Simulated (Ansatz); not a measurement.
# Sb: relaxation by PAW and LAPW

Where does Sb settle (cell and atoms relaxed from 0.94 times the given volume), by PAW and LAPW? Both runs start alike, so that frozen cores can be judged against all electrons.

Method: DFT PBEsol, scalar-relativistic, in Ansatz 0.2.0.

### Step 1. The system as given

The structure is trigonal, space group R-3m (No. 166). The conventional cell has a = 4.220 Å, b = 4.220 Å, c = 11.044 Å, α = 90.00°, β = 90.00°, γ = 120.00°. Around Sb (site symmetry 3m) lie 3 Sb at 2.85 Å.

Structure file:

```
Sb
1.0
     2.11022    1.21834    3.68128
    -2.11022    1.21834    3.68128
     0.00000   -2.43668    3.68128
Sb
2
Direct
  0.23349 0.23349 0.23349
  0.76651 0.76651 0.76651
```

Atoms are numbered in the order of the input: Sb1, Sb2.

### Step 2. PAW on the default files

Contents of input.yaml:

```yaml
crystal:
  lattice:
    - [2.1102243954, 1.2183386227, 3.6812845966]
    - [-2.1102243954, 1.2183386227, 3.6812845966]
    - [0.0, -2.4366772455, 3.6812845966]
  atoms:
    - { symbol: Sb, position: [0.23349, 0.23349, 0.23349] }
    - { symbol: Sb, position: [0.76651, 0.76651, 0.76651] }
kpoints:
  mp_grid: { grid: [9, 9, 9] }
scf:
  occupations: { method: fermi_dirac, width: 0.05 }
hamiltonian:
  xc: pbesol
  pseudopotentials: { kind: paw }
output:
  forces: true
  stress: true
  efg: { contact_densities: true }
relax:
  f_tol: 0.005
  max_steps: 80
  cell: {}
```

Command:

```bash
$ ansatz run input.yaml --threads 1 --pin off --max-ram 2048MiB --backend cpu --events-out ev --progress --plain --runs-dir out
```

### Step 4. All-electron LAPW

input.yaml: that of step 2 with these lines changed.

```diff
@@ -14,3 +14,3 @@
   xc: pbesol
-  pseudopotentials: { kind: paw }
+  pseudopotentials: { kind: all_electron, lapw: { basis_error: 0.001 } }
 output:
@@ -18,3 +18,2 @@
   stress: true
-  efg: { contact_densities: true }
 relax:
```

(Steps that only read results are left out.)

**Question.** What will these runs give? Wanted: PAW: cell; PAW: volume; PAW: energy gained; PAW: accepted moves; PAW: space group; LAPW: cell; LAPW: volume; LAPW: energy gained; LAPW: accepted moves.

**Answer**, as computed:

| quantity | value |
| --- | --- |
| PAW: cell | a = 4.460 Å, b = 4.460 Å, c = 4.460 Å, α = 57.95°, β = 57.95°, γ = 57.95° |
| PAW: volume | 29.891 Å³/atom |
| PAW: energy gained | 24.0 meV/atom |
| PAW: accepted moves | 3 |
| PAW: space group | R-3m → R-3m |
| LAPW: cell | a = 4.460 Å, b = 4.460 Å, c = 4.460 Å, α = 57.95°, β = 57.95°, γ = 57.95° |
| LAPW: volume | 29.895 Å³/atom |
| LAPW: energy gained | 24.4 meV/atom |
| LAPW: accepted moves | 3 |
| LAPW: space group | R-3m → R-3m |

By PAW the volume changes by +5.3 % in 3 moves, and the energy falls by 24.0 meV/atom. PAW's final volume lies -0.01 % from LAPW's, and its energy gain differs from LAPW's by -0.4 meV/atom. LAPW took about 4 times as long as PAW (55 s against 14 s, on a shared host and with the outputs that each input asks for).
